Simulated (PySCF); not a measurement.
# C₇H₁₃NO: geometry, NMR shifts

Aim: predict the NMR shifts of C₇H₁₃NO (`CCC(NC=O)=C(C)C`).

Programs: PySCF 2.14.0, with density-fitted response routines of our own. Each step states its level of theory. These are calculated values for one molecule, in the gas phase or a continuum, unless marked as measured. Atoms count from 0, in the outputs and in this text.

## Step 1: Starting geometry

22 atoms, charge 0, multiplicity 1; geometry from: GFN2-xTB. The atoms were then displaced at random by about 0.01 Å, so the start is not that level's minimum.

Bonds of the start (Å): C0–C1 1.55, C1–C2 1.52, C2–N3 1.38, N3–C4 1.35, C4–O5 1.21, C2–C6 1.33, C6–C7 1.50, C6–C8 1.48, C0–H9 1.08, C0–H10 1.11, C0–H11 1.06, C1–H12 1.08, C1–H13 1.10, N3–H14 1.05, C4–H15 1.12, C7–H16 1.08, C7–H17 1.10, C7–H18 1.11, C8–H19 1.09, C8–H20 1.06, C8–H21 1.11.

## Step 2: Geometry optimisation at PBE0-D3(BJ)/def2-SVP

The job: settings as JSON, then the geometry in Å.

```
{"job": {"xc": "PBE0", "basis": "def2-SVP", "d3": "d3bj", "grid": 1, "shake": 0.01, "kind": "geom"}, "charge": 0, "multiplicity": 1}
C      1.701320    -0.025700     1.733930
C      1.207970     0.799330     0.512540
C     -0.116590     0.277550    -0.009470
N     -1.210030     0.683060     0.721730
C     -1.460950     1.811150     1.411470
O     -0.715880     2.757310     1.570510
C     -0.239320    -0.575460    -1.020350
C     -1.597000    -1.017510    -1.488650
C      0.887970    -1.162230    -1.774700
H      2.631410     0.378840     2.097050
H      0.948720     0.077890     2.546760
H      1.804020    -1.050760     1.480730
H      1.940190     0.778020    -0.278610
H      1.066040     1.847230     0.815040
H     -2.028270     0.034440     0.653920
H     -2.471990     1.818300     1.882580
H     -1.533690    -1.483380    -2.461780
H     -2.311160    -0.178000    -1.563050
H     -2.044450    -1.762500    -0.793510
H      0.714770    -2.235950    -1.883280
H      1.833750    -0.998790    -1.329750
H      0.928090    -0.768480    -2.809620
```

Command:

```
OMP_NUM_THREADS=1 python probes_run.py task.json out
```

This one command runs all jobs of the session in turn.

**Question.** This job is followed by: GIAO PBE0/pcSseg-1 NMR shielding, non-relativistic, IEF-PCM acetone. What will the session give for the following? point group; rotational constants (main isotopes); 13C shifts against TMS (PBE0/pcSseg-1, acetone); 1H shifts against TMS (PBE0/pcSseg-1, acetone, means over atoms taken as alike); 15N shifts against NH3 (PBE0/pcSseg-1, acetone); 17O shifts against H2O (PBE0/pcSseg-1, acetone).

As calculated:

| quantity | value |
| --- | --- |
| point group | C1 |
| rotational constants (main isotopes) | 2.24, 1.17, 0.85 GHz |
| 13C shifts against TMS (PBE0/pcSseg-1, acetone) | 163.2, 140.2, 121.6, 24.1, 20.4, 19.3, 14.9 ppm |
| 1H shifts against TMS (PBE0/pcSseg-1, acetone, means over atoms taken as alike) | 8.04, 6.24, 2.96, 1.82, 1.72, 0.96 ppm |
| 15N shifts against NH3 (PBE0/pcSseg-1, acetone) | 167.6 ppm |
| 17O shifts against H2O (PBE0/pcSseg-1, acetone) | 403.4 ppm |

**Reading.** Relaxing lowered the energy by 0.243 eV in 17 steps; the close pair that moved most is C0–H11, from 1.061 to 1.101 Å. The most deshielded carbon is C4 (amide carbonyl carbon), at 163.2 ppm: it is a carbonyl in resonance with an O or N lone pair, the region of acids, esters and amides. At PBE0/pcSseg-1: The largest span, 687 ppm, is at O5, where the paramagnetic term is -465 ppm.
